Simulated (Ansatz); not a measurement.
# BClF2: how energies converge with the basis set

How large a basis does BClF2 need? Two functionals and correlated methods are run in growing sets.

Computed with Ansatz 0.2.0, Gaussian basis. Level: one geometry, several basis sets.

The runs, in order: PBE0-D4/def2-SVP; ωB97M-V/def2-SVP; PBE0-D4/def2-QZVPP; ωB97M-V/def2-QZVPP; CCSD(T)/cc-pV(D+d)Z; CCSD(T)/cc-pV(T+d)Z; CCSD(T)/cc-pV(Q+d)Z; the functionals' def2-TZVPP values are taken from earlier runs.

## 1. The geometry

The geometry comes from an earlier relaxation with PBE0-D4 in a triple-zeta def2 set; it is a stationary point.

SMILES `FB(F)Cl`, 4 atoms, charge 0, spin multiplicity 1.

Atoms are counted from 1 here; the program's logs count them from 0.

Bond lengths: F1–B2 1.310 Å, B2–F3 1.310 Å, B2–Cl4 1.740 Å. Angles: F1–B2–F3 119.0°, F1–B2–Cl4 120.5°, F3–B2–Cl4 120.5°.

## 2. PBE0-D4 in def2-SVP

Contents of in.yaml:

```yaml
crystal:
  periodic: [false, false, false]
  atoms:
    - {symbol: F, position_ang: [-0.173739, -1.254302, -0.546251]}
    - {symbol: B, position_ang: [-0.067061, -0.041341, -0.062036]}
    - {symbol: F, position_ang: [-1.011647, 0.830149, -0.317738]}
    - {symbol: Cl, position_ang: [1.307946, 0.405294, 0.905724]}
basis:
  gaussian: {orbitals: def2-SVP}
hamiltonian: {xc: pbe0, dispersion: d4}
output: {orbitals: {seedname: orbitals}}
```

Command:

```console
> ansatz run in.yaml --threads 2 --pin off --events-out ev --progress --plain --max-ram 32768MiB --backend cpu
```

After this run come: ωB97M-V in def2-SVP; PBE0-D4 in def2-QZVPP; ωB97M-V in def2-QZVPP; CCSD(T) in cc-pV(D+d)Z; CCSD(T) in cc-pV(T+d)Z; CCSD(T) in cc-pV(Q+d)Z.

Before running them: what should the planned runs give, taken together? Wanted: MP2 correlation recovered, cc-pV(D+d)Z; MP2 correlation recovered, cc-pV(T+d)Z; MP2 correlation recovered, cc-pV(Q+d)Z; CCSD(T) limit from def2 sets; PBE0-D4: double and triple zeta above quadruple; ωB97M-V: double and triple zeta above quadruple.

The runs gave:

| quantity | value |
| --- | --- |
| MP2 correlation recovered, cc-pV(D+d)Z | 65.2 % |
| MP2 correlation recovered, cc-pV(T+d)Z | 86.3 % |
| MP2 correlation recovered, cc-pV(Q+d)Z | 94.3 % |
| CCSD(T) limit from def2 sets (earlier runs) less the limit of this series | -40 meV |
| PBE0-D4: double and triple zeta above quadruple | 12.36, 0.69 eV |
| ωB97M-V: double and triple zeta above quadruple | 12.39, 0.65 eV |

For PBE0-D4 the step from double to triple zeta gains 11.68 eV and the next only 0.69 eV. Correlation climbs from 65 % (cc-pV(D+d)Z) to 94 % (cc-pV(Q+d)Z) of the limit; Hartree-Fock is 0.178 eV from its own by then. A limit from the def2 sets, made apart, differs by 40 meV, a least measure of the doubt on such a limit. These are total energies; as a rule much of such shifts cancels in differences, which this series doesn't test. The LUMO of ωB97M-V is positive and keeps falling with the basis (2.34 to 1.76 eV): an unbound level that the basis holds in place.
